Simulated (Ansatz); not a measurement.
# Co: a surface, (0001), 5 layers

Aim: cut a slab of Co (0001), 5 layers from the relaxed bulk, relax it, and get surface energy and work function. Methods of the runs shown: LAPW. Companion runs by PAW are cited. Its runs: bulk in the slab's orientation (LAPW); the reference run (LAPW); atoms relaxed (LAPW); field of 0.5 V/Å along the normal (LAPW); no images along the normal (LAPW).

Computed with Ansatz 0.2.0 (DFT, PBE, all-electron LAPW, scalar-relativistic, unless a step's input says otherwise).

## Step 1: The starting structure

Symmetry: P6_3/mmc, No. 194, hexagonal system. The conventional cell has a = 2.493 Å, b = 2.493 Å, c = 4.037 Å, α = 90.00°, β = 90.00°, γ = 120.00°. Co (site symmetry -6m2) is surrounded by 12 Co at 2.48 to 2.49 Å.

Coordinates:

```
Co
1.0
     1.24652   -2.15904    0.00000
     1.24652    2.15904    0.00000
     0.00000    0.00000    4.03693
Co
2
Direct
  0.66667 0.33333 0.25000
  0.33333 0.66667 0.75000
```

Atoms are numbered in the order of the input: Co1, Co2.

## Step 2: Bulk in the slab's orientation, LAPW

input.yaml

```yaml
crystal:
  lattice:
    - [1.2465198935, -2.1590357882, 0.0]
    - [1.2465198935, 2.1590357882, 0.0]
    - [0.0, 0.0, 4.0369295134]
  atoms:
    - { symbol: Co, position: [0.666666667, 0.333333333, 0.25], spin: 1.7 }
    - { symbol: Co, position: [0.333333333, 0.666666667, 0.75], spin: 1.7 }
magnetization:
  spin_polarized: true
kpoints:
  mp_grid: { grid: [15, 15, 8] }
scf:
  occupations: { method: fermi_dirac, width: 0.1 }
hamiltonian:
  xc: pbe
  pseudopotentials: { kind: all_electron, lapw: { basis_error: 0.001 } }
output:
  forces: true
  stress: true
  eigenvalues: true
```

On the command line:

```sh
$ ansatz run input.yaml --threads 3 --pin off --max-ram 9216MiB --backend cpu --events-out ev --progress --plain --runs-dir out
```

The runs that follow: Slab as cut, LAPW; Atoms relaxed, LAPW; Field of 0.5 V/Å along the normal, LAPW; No images along the normal, LAPW.

What does the calculation give? Wanted: surface energy; work function; outer layer spacing (for each run or level that gives them).

The runs gave:

| quantity | value |
| --- | --- |
| surface energy (LAPW, relaxed) | 2.14 J/m² |
| work function (LAPW, relaxed) | 4.96 eV |
| outer layer spacing (LAPW) | 2.02 → 1.96 Å |
| surface energy (PAW, relaxed) | 2.14 J/m² |
| work function (PAW, relaxed) | 4.97 eV |
| outer layer spacing (PAW) | 2.02 → 1.96 Å |

What this shows: By LAPW the surface costs 2.17 J/m² as cut and 2.14 J/m² relaxed. The outermost spacing changes by -2.7 % (LAPW). The field of 0.5 V/Å along the normal induces a dipole of 0.170 e·Å per cell (LAPW). The outermost spacing changes by -2.7 % (PAW). The field of 0.5 V/Å along the normal induces a dipole of 0.170 e·Å per cell (PAW). Thickness wasn't converged, and no reconstruction was sought. The magnetic state is the one reached from the start moments in this cell; it needn't be the ground state.
